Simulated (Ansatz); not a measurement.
# F2H2NNbS: how energies converge with the basis set

The task here is to estimate one member of a computed series from the others.

The runs use Ansatz 0.2.0, Gaussian basis; one geometry, several basis sets.

Plan: PBE0-D4/def2-SVP; ωB97M-V/def2-SVP; PBE0-D4/def2-QZVPP; ωB97M-V/def2-QZVPP; the functionals' def2-TZVPP values are taken from earlier runs.

### The geometry

An earlier PBE0-D4 in a triple-zeta def2 set relaxation fixed the geometry. Nb takes the def2 core potential; no spin-orbit term is included.

SMILES `[NH2][Nb]([F])([F])=[S]`, 7 atoms, charge 0, spin multiplicity 1.

Atoms are counted from 1 here; the program's logs count them from 0.

Bond lengths: N1–Nb2 1.938 Å, N1–H6 1.009 Å, N1–H7 1.013 Å, Nb2–F3 1.864 Å, Nb2–F4 1.864 Å, Nb2–S5 2.135 Å. Angles: Nb2–N1–H6 126.9°, Nb2–N1–H7 122.1°, H6–N1–H7 111.0°, N1–Nb2–F3 109.8°, N1–Nb2–F4 109.8°, N1–Nb2–S5 104.9°, F3–Nb2–F4 109.6°, F3–Nb2–S5 111.4°, F4–Nb2–S5 111.4°.

The first run:

Input file in.yaml:

```yaml
crystal:
  periodic: [false, false, false]
  atoms:
    - {symbol: N, position_ang: [-0.822676, 0.606705, 0.606748]}
    - {symbol: Nb, position_ang: [0.499500, -0.438217, -0.350587]}
    - {symbol: F, position_ang: [1.704721, -1.188104, 0.857231]}
    - {symbol: F, position_ang: [-0.344809, -1.791382, -1.314838]}
    - {symbol: S, position_ang: [1.464779, 0.954978, -1.648205]}
    - {symbol: H, position_ang: [-1.004585, 1.593661, 0.504314]}
    - {symbol: H, position_ang: [-1.435730, 0.194560, 1.299638]}
basis:
  gaussian: {orbitals: def2-SVP}
hamiltonian: {xc: pbe0, dispersion: d4}
output: {orbitals: {seedname: orbitals}}
```

The run is started by

```
> ansatz run in.yaml --threads 4 --pin off --events-out ev --progress --plain --max-ram 10444MiB
```

Steps of the session up to this table: PBE0-D4 in def2-SVP; ωB97M-V in def2-SVP; PBE0-D4 in def2-QZVPP; ωB97M-V in def2-QZVPP.

One of the session's tables, all rows but one given; the rest of the session is left out.

It belongs to the step «Density functionals: the series». 

```
functional       basis  HOMO (eV)  LUMO (eV)
   PBE0-D4    def2-SVP      -7.98      -2.34
   PBE0-D4  def2-TZVPP      -8.01      -2.40
   PBE0-D4  def2-QZVPP      -8.02      -2.41
   ωB97M-V    def2-SVP          ?          ?
   ωB97M-V  def2-TZVPP     -10.12      -0.30
   ωB97M-V  def2-QZVPP     -10.15      -0.34
```

Q: Estimate the row for ωB97M-V, def2-SVP from the others.

**Answer.** HOMO (eV): -10.07; LUMO (eV): -0.20. In the column «HOMO (eV)» it lies between ωB97M-V, def2-TZVPP (-10.12) and PBE0-D4, def2-QZVPP (-8.02).
